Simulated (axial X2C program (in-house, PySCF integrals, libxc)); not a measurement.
# Linear HZrH⁺ at several levels

The task here is to estimate one member of a computed series from the others.

Computed with an in-house X2C program for linear molecules on PySCF integrals. Level: all-electron X2C, two-component (2c) or spin-free, H dyall-v3z, Zr dyall-v3z.

All values are calculated.

2 further runs of the same task are left out: 2 set aside as unsound or not needed.

Set-up of the first run:

task.json

```json
{"zs": [1, 40, 1], "q": 1, "bas": ["dyall-v3z", "dyall-v3z", "dyall-v3z"], "r0": [1.86, 1.86], "symm": 1, "scan": ["PBE0", "HF", "TPSSh"], "levels": ["PBE0", "HF", "TPSSh"], "nst": 2}
```

Keys: zs atomic numbers; q charge; bas basis sets; r0 starting distance in Å; symm equal bonds; scan levels of the two-bond scan (MP2 follows by itself at each HF point); levels methods; nst determinants followed.

The run is started by

```sh
$ python solin.py task.json out
```

Masses H 1.008, Zr 89.905, H 1.008 u.

Steps of the session up to this table: Scan at PBE0, 2c; Scan at HF, 2c; Scan at TPSSh, 2c.

One table of the session follows, with a row left open; its other results are not shown here.

| level | r(H–Zr) (Å) | r(Zr–H) (Å) | lower stretch (cm⁻¹) | upper stretch (cm⁻¹) |
| --- | --- | --- | --- | --- |
| PBE0, 2c | 1.912 | 1.912 | 1498.6 | 1734.9 |
| HF, 2c | 1.926 | 1.926 | 1545.1 | 1796.6 |
| TPSSh, 2c | 1.915 | 1.915 | 1536.5 | 1735.5 |
| MP2, 2c | 1.904 | 1.904 | 1547.8 | 1792.9 |
| PBE0, spin-free | 1.912 | 1.912 | 1500.1 | 1736.0 |
| HF, spin-free | 1.926 | 1.926 | 1546.9 | 1797.7 |
| TPSSh, spin-free | 1.915 | 1.915 | 1537.9 | 1736.7 |
| MP2, spin-free | ? | ? | ? | ? |

**Question.** Estimate the row for MP2, spin-free.

The run gave: r(H–Zr) (Å): 1.904; r(Zr–H) (Å): 1.904; lower stretch (cm⁻¹): 1549.6; upper stretch (cm⁻¹): 1794.1.

Scans not shown above were run alike.

**Reading.** Over the levels the H–Zr bond spans 1.904 to 1.926 Å and the Zr–H bond 1.904 to 1.926 Å. At PBE0 spin–orbit coupling leaves both bonds unchanged to 0.001 Å. Each state is one determinant, the lowest of a limited PBE0 search; the stretches come from a fit to few points and are good to some per cent at best. MP2 freezes inner shells (threshold -2 hartree). The molecule was held linear; bending was not examined, so a bent shape may lie lower. Note: functional without a current term on a determinant with orbital currents, of the molecule or an atom.
